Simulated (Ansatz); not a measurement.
# LiH12ClO6: the cost of one run

Method: DFT LDA, plane waves, PAW, scalar-relativistic, no spin polarisation, in Ansatz 0.2.0.

**1. Starting point**

The cell holds 20 atoms (ClH12LiO6): a = 5.638 Å, b = 5.638 Å, c = 5.638 Å, α = 90.00°, β = 90.00°, γ = 90.00°.

As a file:

```xyz
20
Lattice="5.6378 0.0000 0.0000 0.0000 5.6378 0.0000 0.0000 0.0000 5.6378" Properties=species:S:1:pos:R:3 pbc="T T T"
O     4.4535    0.7082    3.4584
H     3.8177    1.3304    3.8416
H     3.9229   -0.0781    3.2627
O     1.4198    2.0048    4.3090
H     0.8054    1.2593    4.2384
H     1.0824    2.5162    5.0591
O     1.7066    1.2276    1.6064
H     1.0307    0.5556    1.7787
H     1.8792    1.1483    0.6567
O     4.6302    5.2198    0.1289
H     4.8614    5.5451    1.0115
H     3.7102    5.4981    0.0101
O     4.9577    2.9470    1.0304
H     5.6705    2.3416    1.2824
H     4.1495    2.4707    1.2712
O     2.0772    3.8338    2.4706
H     2.5971    4.0033    1.6711
H     1.3423    3.2846    2.1601
Li    1.7509    4.7729    4.8013
Cl    4.1143    3.5561    3.4755
```

**2. Relaxing the start**

File input.yaml:

```yaml
crystal:
  lattice:
    - [5.637839, 0.0, 0.0]
    - [0.0, 5.637839, 0.0]
    - [0.0, 0.0, 5.637839]
  atoms:
    - { symbol: O, position: [0.7899257, 0.12562, 0.6134301] }
    - { symbol: H, position: [0.6771646, 0.2359791, 0.6814014] }
    - { symbol: H, position: [0.6958192, -0.0138561, 0.5787215] }
    - { symbol: O, position: [0.251837, 0.3555937, 0.7643004] }
    - { symbol: H, position: [0.1428643, 0.2233733, 0.7517703] }
    - { symbol: H, position: [0.1919864, 0.4463138, 0.8973495] }
    - { symbol: O, position: [0.3026988, 0.2177507, 0.2849353] }
    - { symbol: H, position: [0.1828254, 0.0985399, 0.3154876] }
    - { symbol: H, position: [0.3333269, 0.2036732, 0.1164775] }
    - { symbol: O, position: [0.8212785, 0.9258449, 0.0228671] }
    - { symbol: H, position: [0.8622737, 0.9835467, 0.1794052] }
    - { symbol: H, position: [0.6580812, 0.9752106, 0.001797] }
    - { symbol: O, position: [0.8793686, 0.5227202, 0.1827575] }
    - { symbol: H, position: [1.0057896, 0.4153289, 0.2274688] }
    - { symbol: H, position: [0.7360116, 0.4382341, 0.2254794] }
    - { symbol: O, position: [0.3684433, 0.6800143, 0.4382133] }
    - { symbol: H, position: [0.4606623, 0.7100737, 0.2964163] }
    - { symbol: H, position: [0.2380923, 0.5825979, 0.3831414] }
    - { symbol: Li, position: [0.3105577, 0.846581, 0.8516213] }
    - { symbol: Cl, position: [0.7297683, 0.6307618, 0.6164533] }
basis:
  ecutwfc: 420.0
kpoints:
  mp_grid: { grid: [1, 1, 1] }
hamiltonian:
  xc: lda
scf:
  occupations: { method: fermi_dirac, width: 0.05 }
  lower_state_search: "off"
relax:
  f_tol: 0.3
  max_steps: 15
  adjacent_minimum: "off"
```

The run is started by

```
> ansatz run input.yaml --threads 1 --pin off --max-ram 3072MiB --backend cpu --events-out ev --progress --plain --runs-dir out
```

What time and memory should one allow on 1 thread of Arm Neoverse V1, shared host?

About 16 s, with a peak of 0.3 GiB.
